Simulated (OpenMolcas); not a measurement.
# One shape, several levels: AlIF2 (SMILES [F][Al]([F])[I])

We compute a comparison of 4 runs (HF/STO-3G, HF/def2-SVP, HF/6-311G**, MP2/def2-SVP) of AlIF2. 

The calculation is run with OpenMolcas 26.06.

7 further runs of the same task are left out: 7 set aside as unsound or not needed.

**1. The system as given**

AlIF2: 4 atoms, total charge 0, spin state singlet. SMILES: `[F][Al]([F])[I]`. The shape is that of a PBE0-D4/def2-TZVP optimisation.

Bond lengths: F1–Al2 1.633 Å, Al2–F3 1.633 Å, Al2–I4 2.429 Å. Angles: F1–Al2–F3 118.5°, F1–Al2–I4 120.8°, F3–Al2–I4 120.8°.

**2. Energy and forces at HF/STO-3G (run 1)**

run.inp

```
* AlF2I Hartree-Fock
&GATEWAY
BasLib=$CurrDir
Coord
4
angstrom
F        1.129300       0.622700       1.165200
Al       0.143500      -0.114200       0.091500
F        0.299600      -1.724600      -0.131700
I       -1.516900       1.155900      -1.145300
Basis=STO-3G
Group=NoSym
&SEWARD
&SCF
Thresholds=1e-10 1e-07 1e-07 1e-05
PrOrbitals=1 1
&ALASKA
```

The basis set STO-3G is read from a file made from the Basis Set Exchange's data (not shown).

Run with:

```console
export MOLCAS_MEM=1860
pymolcas run.inp > run.log
```

The log of the run:

```text
--- Start Module: gateway ---
[...]
--- Stop Module: gateway /rc=_RC_ALL_IS_WELL_ ---
[...]
      Basis functions           46
[...]
--- Start Module: scf ---
[...]
       Convergence after  12 Iterations
[...]
::    Total SCF energy                              -7285.9448802405
[...]
      Total spin, S                                     0.0000000000
[...]
      Total electronic charge=   84.000000
      Total            charge=   -0.000000
[...]
      Dipole Moment (debye):
      Origin of the operator (angstrom)=   -0.8416    0.6393   -0.6423
                   X=  1.3275E+00               Y= -1.0154E+00               Z=  9.8904E-01           Total=  1.9421E+00
      Quadrupole Moment (debye*angstrom):
[...]
--- Stop Module: scf /rc=_RC_ALL_IS_WELL_ ---
--- Start Module: alaska ---
[...]
 *              Molecular gradients               *
 **************************************************
  Irreducible representation: a
 ------------------------------------------------------------------------------------------
                              X                       Y                       Z
 ------------------------------------------------------------------------------------------
  F1                1.60012219854053E-02    1.21457480526574E-02    1.74691434858580E-02
  AL2              -1.33855754808483E-02    1.02257555037664E-02   -9.97013702929372E-03
  F3                2.42733112222204E-03   -2.62271841600530E-02   -3.74156067477155E-03
  I4               -5.04297762672223E-03    3.85568060366737E-03   -3.75744578173354E-03
 ------------------------------------------------------------------------------------------
--- Stop Module: alaska /rc=_RC_ALL_IS_WELL_ ---
[...]
```

Wall time 2.9 s (1 thread of Arm Neoverse V2, shared host); peak memory 0.38 GiB.

**3. Energy and gradient at HF/def2-SVP (core potential) (run 2)**

run.inp

```
&GATEWAY
  BasLib=$CurrDir
  Coord
  4
  angstrom
  F        1.129300       0.622700       1.165200
  Al       0.143500      -0.114200       0.091500
  F        0.299600      -1.724600      -0.131700
  I       -1.516900       1.155900      -1.145300
  Basis=def2-SVP
  Group=NoSym

&SEWARD

&SCF
  Thresholds=1e-10 1e-07 1e-07 1e-05
  PrOrbitals=1

&ALASKA
```

The basis set def2-SVP is read from a file made from the Basis Set Exchange's data (not shown).

Run with:

```console
export MOLCAS_MEM=1860
pymolcas run.inp > run.log
```

The log of the run:

```text
--- Start Module: gateway ---
[...]
--- Stop Module: gateway /rc=_RC_ALL_IS_WELL_ ---
[...]
      Basis functions           72
[...]
--- Start Module: scf ---
[...]
       Convergence after  12 Iterations
[...]
::    Total SCF energy                               -737.4249695794
[...]
      Total spin, S                                     0.0000000000
[...]
      Total electronic charge=   56.000000
      Total            charge=   -0.000000
[...]
      Dipole Moment (debye):
      Origin of the operator (angstrom)=   -0.8416    0.6393   -0.6423
                   X= -5.6503E-01               Y=  4.3220E-01               Z= -4.2068E-01           Total=  8.2646E-01
      Quadrupole Moment (debye*angstrom):
[...]
--- Stop Module: scf /rc=_RC_ALL_IS_WELL_ ---
[...]
--- Start Module: alaska ---
[...]
 *              Molecular gradients               *
 **************************************************
  Irreducible representation: a
 ------------------------------------------------------------------------------------------
                              X                       Y                       Z
 ------------------------------------------------------------------------------------------
  F1               -1.05528119888199E-03   -1.88182791838187E-06   -9.71176721565215E-04
  AL2               5.03241606941707E-05   -5.31344340823914E-05    3.66568968233061E-05
  F3               -6.08423044275330E-04    1.29067447153375E-03   -2.66239874921581E-04
  I4                1.61338008249956E-03   -1.23565820954319E-03    1.20075969964795E-03
 ------------------------------------------------------------------------------------------
--- Stop Module: alaska /rc=_RC_ALL_IS_WELL_ ---
[...]
```

Run time: 4.8 s. Hardware: 1 thread of Arm Neoverse V2, shared host; peak memory 0.42 GiB.

**4. Energy and gradient at HF/6-311G(d,p) (run 3)**

test.input

```
&GATEWAY
BASLIB=$CurrDir
COORD
4
bohr
F      2.13406771     1.17673246     2.20190888
Al     0.27117570    -0.21580672     0.17290994
F      0.56616195    -3.25902167    -0.24887693
I     -2.86652556     2.18433443    -2.16430333
BASIS=6-311Gss
GROUP=NoSym
&SEWARD
&SCF
THRESHOLDS=1e-10 1e-07 1e-07 1e-05
PRORBITALS=0
&ALASKA
```

The basis set 6-311G** is read from a file made from the Basis Set Exchange's data (not shown).

Run with:

```console
export MOLCAS_MEM=1860
pymolcas test.input > test.log
```

The log of the run:

```text
--- Start Module: gateway ---
[...]
--- Stop Module: gateway /rc=_RC_ALL_IS_WELL_ ---
[...]
      Basis functions          124
[...]
--- Start Module: scf ---
[...]
       Convergence after  13 Iterations
[...]
::    Total SCF energy                              -7357.8839876862
[...]
      Total spin, S                                     0.0000000000
[...]
      Total electronic charge=   84.000000
      Total            charge=   -0.000000
[...]
      Dipole Moment (debye):
      Origin of the operator (angstrom)=   -0.8416    0.6393   -0.6423
                   X= -5.8378E-01               Y=  4.4654E-01               Z= -4.3465E-01           Total=  8.5389E-01
      Quadrupole Moment (debye*angstrom):
[...]
--- Stop Module: scf /rc=_RC_ALL_IS_WELL_ ---
[...]
--- Start Module: alaska ---
[...]
 *              Molecular gradients               *
 **************************************************
  Irreducible representation: a
 ------------------------------------------------------------------------------------------
                              X                       Y                       Z
 ------------------------------------------------------------------------------------------
  F1               -1.03005907289244E-03   -2.75008621244410E-05   -9.53800724555975E-04
  AL2              -2.81836790968804E-03    2.14152973126325E-03   -2.10018695028680E-03
  F3               -5.79544896018191E-04    1.27454030823060E-03   -2.43344590649675E-04
  I4                4.42797187861999E-03   -3.38856917737473E-03    3.29733226547191E-03
 ------------------------------------------------------------------------------------------
--- Stop Module: alaska /rc=_RC_ALL_IS_WELL_ ---
[...]
```

Wall time 17 s (1 thread of Arm Neoverse V2, shared host); peak memory 0.82 GiB.

**5. A single-point energy at MP2/def2-SVP (core potential) (run 4)**

struct.xyz

```xyz
4

F      1.129300     0.622700     1.165200
Al     0.143500    -0.114200     0.091500
F      0.299600    -1.724600    -0.131700
I     -1.516900     1.155900    -1.145300
```

run.input

```
* AlF2I MP2
>>> EXPORT MOLCAS_PRINT=2

&GATEWAY
 BasLib
 $CurrDir
 Coord
 struct.xyz
 Basis
 def2-SVP
 Group
 NoSym

&SEWARD

&SCF
 Thresholds
 1e-10 1e-07 1e-07 1e-05
 PrOrbitals
 1 1

&MBPT2
 Frozen
 11
```

The basis set def2-SVP is read from a file made from the Basis Set Exchange's data (not shown).

Run with:

```console
export MOLCAS_MEM=1860
pymolcas run.input > run.log
```

The log of the run:

```text
--- Start Module: gateway ---
[...]
--- Stop Module: gateway /rc=_RC_ALL_IS_WELL_ ---
[...]
      Basis functions           72
[...]
--- Start Module: scf ---
[...]
       Convergence after  12 Iterations
[...]
::    Total SCF energy                               -737.4249695794
[...]
      Total spin, S                                     0.0000000000
[...]
      Total electronic charge=   56.000000
      Total            charge=   -0.000000
[...]
      Dipole Moment (debye):
      Origin of the operator (angstrom)=   -0.8416    0.6393   -0.6423
                   X= -5.6503E-01               Y=  4.3220E-01               Z= -4.2068E-01           Total=  8.2646E-01
      Quadrupole Moment (debye*angstrom):
[...]
--- Stop Module: scf /rc=_RC_ALL_IS_WELL_ ---
[...]
--- Start Module: mbpt2 ---
[...]
WARNING!
Default frozen orbitals as non valence orbitals is overwritten by user input.
Default values:   4
[...]
       Reference weight ( Cref**2 )         =        0.86703
::    Total MBPT2 energy                             -737.9690879335
[...]
      Total MBPT2 calculations                           0.16      0.16
--- Stop Module: mbpt2 /rc=_RC_ALL_IS_WELL_ ---
[...]
```

It took 3.3 s on 1 thread of Arm Neoverse V2, shared host; peak memory 0.42 GiB.

**6. All runs side by side**

```
run                          level      task  frozen core orbitals   energy (Eh)  dipole moment (D) of the reference  HOMO energy (eV)  LUMO energy (eV)  wall time
  1                      HF/STO-3G  gradient                     –  -7285.944880                                1.94             -7.52              8.20      2.9 s
  2   HF/def2-SVP (core potential)  gradient                     –   -737.424970                                0.83            -10.90              1.58      4.8 s
  3                    HF/6-311G**  gradient                     –  -7357.883988                                0.85            -10.97              1.62       17 s
  4  MP2/def2-SVP (core potential)    energy                    11   -737.969088                                0.83            -10.90              1.58      3.3 s
```

**7. Summary of results**

| quantity | value |
| --- | --- |
| run 4: total energy | -737.96909 Eh |
| run 4: dipole moment (mean-field density) | 0.83 D |
| run 4: HOMO energy (Hartree–Fock orbitals) | -10.90 eV |
| run 4: LUMO energy (Hartree–Fock orbitals) | 1.58 eV |
| run 4: HOMO–LUMO gap (Hartree–Fock orbitals) | 12.49 eV |
| run 4: correlation energy (11 core orbitals frozen) | -544.1 mEh |

What this shows: Over runs 1, 2, 3 the dipole moment (its size) runs from 0.83 D (HF/def2-SVP) to 1.94 D (HF/STO-3G). The two ends differ in basis and core potential. The two dipoles point in opposite directions. Over runs 1, 2, 3 the HOMO–LUMO gap runs from 12.49 eV (HF/def2-SVP) to 15.72 eV (HF/STO-3G). Some runs of one species differ in core potentials or relativity; totals across that change don't compare. In run 1 the basis is minimal, so the values are rough. In runs 1, 3 relativity is left out where basis or elements ask for it. All runs together took 28 s, the longest 17 s.
